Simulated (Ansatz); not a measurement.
# Cu3SbP4: the cost of one run

Method: DFT PBE, scalar-relativistic, plane waves, PAW, unless a step names another level, in Ansatz 0.2.0.

12 further runs of the same task are left out: 3 that didn't finish, 9 set aside as unsound or not needed.

### Step 1. The formula and the candidates

Pauling electronegativities: Cu 1.90, Sb 2.05, P 2.19 (spread 0.29). The formula balances with common oxidation states: Sb +3, Cu +3, P -3, a formal count that means little at so small a spread. Tabulated atomic sizes suggest about 18 Å³/atom. 29 candidates were drawn, by swapping species into database cells of other compounds, at random by space group and Wyckoff sites, or by hand, as the table says:

| name | made from | space group no. | Wyckoff sites | atoms (primitive cell) | V (Å³/atom) |
| --- | --- | --- | --- | --- | --- |
| c01 | random | 25 | Cu 2h, 1d; Sb 1a; P 2h, 2g | 8 | 21.6 |
| c02 | random | 47 | Cu 2t, 1b; Sb 1g; P 2o, 2s | 8 | 18.1 |
| c03 | database cell of In4As3P | 25 | Cu 2h, 1a; Sb 1b; P 2g, 1c, 1d | 8 | 22.1 |
| c04 | random | 221 | Cu 3c; Sb 1a; P 3d, 1b | 8 | 21.0 |
| c05 | random | 123 | Cu 2h, 1a; Sb 1c; P 4j | 8 | 20.2 |
| c06 | database cell of CsZn4As3 | 123 | Cu 2h, 1a; Sb 1b; P 4i | 8 | 18.8 |
| c07 | database cell of Sm3DyS4 | 47 | Cu 2t, 1c; Sb 1a; P 1g, 2s, 1e | 8 | 16.3 |
| c08 | random | 221 | Cu 3d; Sb 1b; P 1a, 3c | 8 | 21.6 |
| c09 | random | 166 | Cu 9e; Sb 3a; P 9d, 3b | 8 | 20.5 |
| c10 | random | 166 | Cu 9e; Sb 3b; P 9d, 3a | 8 | 20.1 |
| c11 | random | 65 | Cu 4e, 2c; Sb 2b; P 4i, 4h | 8 | 20.5 |
| c12 | database cell of In4SbTe3 | 139 | Cu 4d, 2a; Sb 2b; P 4c, 4e | 8 | 19.2 |
| c13 | random | 2 | Cu 1a, 2i; Sb 1g; P 1f, 1h, 1b, 1e | 8 | 19.0 |
| c14 | random | 183 | Cu 3c; Sb 1a; P 1a, 2b, 1a | 8 | 22.0 |
| c15 | database cell of Mn3CoP4 | 6 | Cu 1a, 1b, 1b; Sb 1a; P 1a, 1a, 1b, 1b | 8 | 15.0 |
| c16 | random | 221 | Cu 3c; Sb 1b; P 3d, 1a | 8 | 19.1 |
| c17 | random | 115 | Cu 1a, 1d, 1b; Sb 1c; P 2g, 2f | 8 | 20.4 |
| c18 | database cell of Zn3CdSe4 | 38 | Cu 2a, 4e; Sb 2a; P 2b, 4d, 2b | 8 | 20.6 |
| c19 | random | 156 | Cu 1b, 1c, 1a; Sb 1a; P 3d, 1c | 8 | 20.6 |
| c20 | random | 12 | Cu 4f, 2b; Sb 2c; P 4e, 4i | 8 | 18.7 |
| c21 | database cell of Zn3CdO4 | 156 | Cu 1a, 1b, 1b; Sb 1a; P 1a, 1a, 1b, 1b | 8 | 19.3 |
| c22 | random | 65 | Cu 2a, 2d, 2c; Sb 2b; P 4g, 4j | 8 | 18.7 |
| c23 | random | 38 | Cu 4d, 2b; Sb 2b; P 8f | 8 | 18.0 |
| c24 | random | 65 | Cu 4i, 2a; Sb 2b; P 4j, 4f | 8 | 21.9 |
| c25 | random | 229 | Cu 6b; Sb 2a; P 8c | 8 | 21.2 |
| c26 | database cell of Ga4BiAs3 | 215 | Cu 3c; Sb 1a; P 4e | 8 | 22.0 |
| c27 | database cell of In4AsP3 | 38 | Cu 4d, 2b; Sb 2b; P 2a, 4e, 2a | 8 | 21.7 |
| c28 | random | 139 | Cu 4c, 2b; Sb 2a; P 8i | 8 | 19.0 |
| c29 | database cell of K3SbS4 | 217 | Cu 6b; Sb 2a; P 8c | 8 | 18.6 |

### Step 2. Screening run of c19

input.yaml reads:

```yaml
crystal:
  lattice:
    - [5.68236843, 0.0, 0.0]
    - [-2.84118422, 4.92107542, 0.0]
    - [0.0, 0.0, 5.89493694]
  atoms:
    - { symbol: Cu, position: [0.33333333, 0.66666667, 0.07546853] }
    - { symbol: Cu, position: [0.66666667, 0.33333333, 0.2690473] }
    - { symbol: Cu, position: [0.0, 0.0, 0.28833402] }
    - { symbol: Sb, position: [0.0, 0.0, 0.00815082] }
    - { symbol: P, position: [0.56029552, 0.43970448, 0.69130155] }
    - { symbol: P, position: [0.56029552, 0.12059104, 0.69130155] }
    - { symbol: P, position: [0.87940896, 0.43970448, 0.69130155] }
    - { symbol: P, position: [0.66666667, 0.33333333, 0.50662096] }
basis:
  ecutwfc: 420
kpoints:
  mp_grid: { grid: [3, 3, 3] }
hamiltonian:
  xc: pbe
scf:
  occupations: { method: gaussian, width: 0.2 }
  lower_state_search: "off"
output:
  forces: true
  stress: true
  eigenvalues: true
relax:
  adjacent_minimum: "off"
  f_tol: 0.08
  max_steps: 16
  cell: { stress_tol: 0.8 }
```

On the command line:

```console
ansatz run input.yaml --threads 1 --pin off --max-ram 2560MiB --backend cpu --events-out ev --progress --plain --runs-dir out
```

Q: Estimate wall time and peak memory on 1 thread of Arm Neoverse V1, shared host.

About 3 min, with a peak of 0.41 GiB.
